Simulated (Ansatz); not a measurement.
# NbP: further runs on the relaxed cell

This session takes NbP and sets out to relax it again with other functionals.

Method: DFT PBE, scalar-relativistic, plane waves, PAW, unless a step's input says otherwise, in Ansatz 0.2.0.

1 further run of the same task is left out (set aside as unsound or not needed).

## (1) The system as given

Symmetry: I4_1md, No. 109, tetragonal system. The conventional cell has a = 3.347 Å, b = 3.347 Å, c = 11.428 Å, α = 90.00°, β = 90.00°, γ = 90.00°. Around Nb (site symmetry 2mm) lie 6 P at 2.54 to 2.55 Å. P (site symmetry 2mm) is surrounded by 6 Nb at 2.54 to 2.55 Å.

Coordinates:

```cif
data_structure
_symmetry_space_group_name_H-M 'I4_1md'
_symmetry_Int_Tables_number 109
_cell_length_a 3.3470
_cell_length_b 3.3470
_cell_length_c 11.4280
_cell_angle_alpha 90.000
_cell_angle_beta 90.000
_cell_angle_gamma 90.000
_cell_volume 128.02
loop_
_atom_site_label
_atom_site_type_symbol
_atom_site_symmetry_multiplicity
_atom_site_Wyckoff_symbol
_atom_site_fract_x
_atom_site_fract_y
_atom_site_fract_z
_atom_site_occupancy
Nb1 Nb 4 a 0.50000 0.50000 0.00003 1
P1 P 4 a 0.00000 0.00000 0.08259 1
```

It goes back to an entry of the Materials Project.

This cell was relaxed beforehand with the same method: volume 16.00 Å³/atom, gap on the mesh none (metal).

## (2) Relaxing with PBEsol

Input file input.yaml:

```yaml
crystal:
  lattice:
    - [-1.6735233655, 1.6735233655, 5.7139826247]
    - [1.6735233655, -1.6735233655, 5.7139826247]
    - [1.6735233655, 1.6735233655, -5.7139826247]
  atoms:
    - { symbol: Nb, position: [0.7500346791, 0.7500346791, 0.0] }
    - { symbol: Nb, position: [0.5000346791, 1.0000346791, 0.5] }
    - { symbol: P, position: [0.3325938959, 0.3325938959, 0.0] }
    - { symbol: P, position: [0.0825938959, 0.5825938959, 0.5] }
basis:
  ecutwfc: 420
kpoints:
  mp_grid: { grid: [18, 18, 18] }
hamiltonian:
  xc: pbesol
scf:
  occupations: { method: gaussian, width: 0.1 }
output:
  forces: true
  stress: true
  eigenvalues: true
relax:
  adjacent_minimum: "off"
  f_tol: 0.005
  max_steps: 50
  cell: { stress_tol: 0.05 }
```

The run is started by

```console
ansatz run input.yaml --threads 2 --pin off --max-ram 5120MiB --backend cpu --events-out ev --progress --plain --runs-dir out
```

## (3) Relaxing with PBE+D3(BJ)

Edit input.yaml of step 2 so:

```diff
@@ -15,3 +15,4 @@
 hamiltonian:
-  xc: pbesol
+  xc: pbe
+  dispersion: d3bj
 scf:
```

## (4) The cell under LDA

Edit input.yaml of step 3 so:

```diff
@@ -15,4 +15,3 @@
 hamiltonian:
-  xc: pbe
-  dispersion: d3bj
+  xc: lda
 scf:
```

(Steps that only read results are left out.)

Q: Predict the outcome of this session.

As calculated:

The volumes rise in the order LDA, PBE+D3(BJ), PBEsol, PBE, over 4.5 %.
